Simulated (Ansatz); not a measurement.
# CoO: the cost of one run

Program: Ansatz 0.2.0. Level of theory: DFT PBE+U (U_eff = 3.3 eV on Co 3d), scalar-relativistic, plane waves, PAW. These are calculated values, not measurements.

**1. Starting point**

Symmetry: R-3m, No. 166, trigonal system. Conventional cell: a = 3.056 Å, b = 3.056 Å, c = 7.408 Å, α = 90.00°, β = 90.00°, γ = 120.00°. Co (site symmetry -3m) is surrounded by 6 O at 2.15 Å. O (site symmetry -3m) has 6 Co at 2.15 Å as nearest neighbours.

As a file:

```xyz
4
Lattice="-2.1311 -2.1311 4.2921 -4.2921 -2.1311 2.1311 -2.1311 -4.2921 2.1311" Properties=species:S:1:pos:R:3 pbc="T T T"
Co    0.0000    0.0000    0.0000
O     2.1535    2.1535    2.1685
Co   -4.2771   -4.2771    4.2771
O    -2.1236   -2.1236    6.4456
```

This cell comes from an earlier session at PBE+U (U_eff = 3.3 eV on Co 3d): 9.987 Å³/atom at 0.00 GPa, on a 10×10×10 mesh. The large moments point both ways and cancel.

**2. Field gradients and densities at the nuclei**

input.yaml

```yaml
crystal:
  lattice:
    - [-2.1310873337, -2.1310873337, 4.2920764647]
    - [-4.2920764647, -2.1310873337, 2.1310873337]
    - [-2.1310873337, -4.2920764647, 2.1310873337]
  atoms:
    - { symbol: Co, position: [0.0, 0.0, 0.0], spin: 2.8 }
    - { symbol: O, position: [1.2499999983, -0.7500000017, -0.7500000017] }
    - { symbol: Co, position: [0.5, 0.5, 0.5], spin: -2.8 }
    - { symbol: O, position: [1.7500000017, -0.2499999983, -0.2499999983] }
basis:
  ecutwfc: 420
  ecutrho_ratio: 4
kpoints:
  mp_grid: { grid: [10, 10, 10] }
hamiltonian:
  xc: pbe
  hubbard: { sites: [{ species: Co, l: d, u_eff: 3.3 }] }
scf:
  occupations: { method: gaussian, width: 0.05 }
  lower_state_search: "off"
output:
  forces: true
  stress: true
  eigenvalues: true
  populations: true
  hubbard: { sites: [{ species: Co, l: d }] }
  efg:
    contact_densities: true
    quadrupole_moments_barn: { O: -0.02558, Co: 0.42 }
magnetization:
  spin_polarized: true
checkpoint:
  read: start.run
  write: ck
  compress: false
  write_wavefunctions: false
  write_every: 100000
```

The run starts from a saved state of the same cell, the folder start.run.

Run with:

```
$ ansatz run input.yaml --threads 2 --pin off --max-ram 5120MiB --backend cpu --events-out ev --progress --plain --runs-dir out
```

Q: Estimate wall time and peak memory on 2 threads of Arm Neoverse V2, shared host.

About 8.5 s, with a peak of 0.58 GiB.
